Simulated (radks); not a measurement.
# Ho inside a hard spherical wall

One table from this session's results is given with a row withheld; the runs are named, their logs left out.

The numbers are computed with radks (a radial shooting solver on a logarithmic mesh, Libxc functionals) version 1 (scalar-relativistic Kohn-Sham, PBE, spin-polarised, spherical densities, point nucleus; open shells are filled with parallel spins first), except any that are marked as measured or tabulated.

### Starting point

* element: holmium (Z = 67)
* charge: 0
* electrons: 67
* configuration: [Xe] 4f11 6s2

The outer shells:

Ho
```
[Xe] core
4f [↑↓][↑↓][↑↓][↑↓][↑ ][↑ ][↑ ]
6s [↑↓]
```

Set-up of the first run:

The run's settings:

```text
Z 67
configuration [Xe] 4f11 6s2 5d0 6p0 7s0
relativity scalar-relativistic
functional pbe,pbe
spin polarised
nucleus point
c 137.035999084
```

Steps of the session up to this table: The free atom; Wall at 20 bohr; Wall at 15 bohr; Wall at 12 bohr; Wall at 10 bohr; Wall at 5 bohr; Wall at 3.5 bohr; Wall at 3 bohr; Wall at 2.5 bohr; Wall at 1.5 bohr.

One of the session's tables, all rows but one given; the rest of the session is left out.

```
R (bohr)  E − E(free) (eV)  ε(6s) (eV)  ε(6p, empty) (eV)  ε(5d, empty) (eV)  ε(7s, empty) (eV)
    free             0.000      -3.830             -1.159             -1.132                  -
      20             0.000      -3.830             -1.158             -1.132              0.017
      15             0.000      -3.828             -1.143             -1.128              0.345
      12             0.009      -3.806             -1.055             -1.093              1.107
      10                 ?           ?                  ?                  ?                  ?
       5             7.588       1.816              8.198              3.295             30.050
     3.5            42.498      19.826             32.939             12.817             89.701
       3            87.541      39.075             56.939             21.893             141.76
     2.5            202.94      80.876             105.91             40.799             241.40
     1.5            1823.6      473.43             528.42             222.71             1012.7
```

Q: Estimate the row for R (bohr) = 10 from the others.

Worked estimate for «E − E(free) (eV)». A straight line through the neighbours (12, 0.009) and (5, 7.588) gives 0.009 + (7.588 − 0.009) × (10 − 12) / (5 − 12) = 2.174; a parabola fitted to 4 rows on both sides gives -6.620.

**Answer.** E − E(free) (eV): 0.066; ε(6s) (eV): -3.705; ε(6p, empty) (eV): -0.802; ε(5d, empty) (eV): -0.965; ε(7s, empty) (eV): 2.493. In «E − E(free) (eV)» the line misses by +2.108 and the parabola by -6.686.

From R = 5 bohr inwards the highest occupied level lies above zero, pushed up by confinement. Shells are not refilled when levels cross, and a hard wall is a model, not a crystal.
